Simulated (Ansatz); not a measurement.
# F2H4O2Si2: the cost of one run

Computed with Ansatz 0.2.0, Gaussian basis. Level: functionals in def2-TZVPP, the program's frozen cores in correlated methods.

The runs, in order: PBE-D4, r2SCAN-D4, PBE0-D4, B3LYP-D4, ωB97X-V, ωB97M-V, B2PLYP; MP2/def2-TZVPP; MP2/def2-QZVPP.

1 further run of the same task is left out (it didn't finish).

**1. The geometry**

All runs share one geometry, relaxed beforehand with PBE0-D4 in a triple-zeta def2 set.

SMILES `O[SiH](O)[SiH](F)F`, 10 atoms, charge 0, spin multiplicity 1.

Atoms are counted from 1 here; the program's logs count them from 0.

Bond lengths: O1–Si2 1.646 Å, O1–H7 0.958 Å, Si2–O3 1.636 Å, Si2–Si4 2.350 Å, Si2–H8 1.493 Å, O3–H9 0.959 Å, Si4–F5 1.595 Å, Si4–F6 1.597 Å, Si4–H10 1.482 Å. Angles: Si2–O1–H7 117.9°, O1–Si2–O3 109.8°, O1–Si2–Si4 110.5°, O1–Si2–H8 108.1°, O3–Si2–Si4 103.7°, O3–Si2–H8 112.2°, Si4–Si2–H8 112.5°, Si2–O3–H9 119.1°, Si2–Si4–F5 110.2°, Si2–Si4–F6 108.1°, Si2–Si4–H10 116.8°, F5–Si4–F6 106.6°, F5–Si4–H10 107.4°, F6–Si4–H10 107.3°.

**2. PBE-D4 (GGA)**

in.yaml

```yaml
crystal:
  periodic: [false, false, false]
  atoms:
    - {symbol: O, position_ang: [-0.819312, -1.495975, 0.934991]}
    - {symbol: Si, position_ang: [0.349829, -0.641160, 0.152665]}
    - {symbol: O, position_ang: [0.584171, -1.262965, -1.342814]}
    - {symbol: Si, position_ang: [-0.375328, 1.554842, -0.265854]}
    - {symbol: F, position_ang: [0.826868, 2.430619, -0.840989]}
    - {symbol: F, position_ang: [-0.793729, 2.214602, 1.127365]}
    - {symbol: H, position_ang: [-0.706853, -1.654173, 1.873204]}
    - {symbol: H, position_ang: [1.590422, -0.684432, 0.981998]}
    - {symbol: H, position_ang: [0.865683, -2.175582, -1.429236]}
    - {symbol: H, position_ang: [-1.521752, 1.714224, -1.191340]}
basis:
  gaussian: {orbitals: def2-TZVPP}
hamiltonian: {xc: pbe, dispersion: d4}
output: {forces: true, orbitals: {seedname: orbitals}}
```

Started as:

```console
$ ansatz run in.yaml --threads 2 --pin off --events-out ev --progress --plain --max-ram 32768MiB --backend cpu
```

What time and memory should one allow on 2 threads of AMD EPYC 7R13, shared host?

About 3.4 s, with a peak of 0.39 GiB.
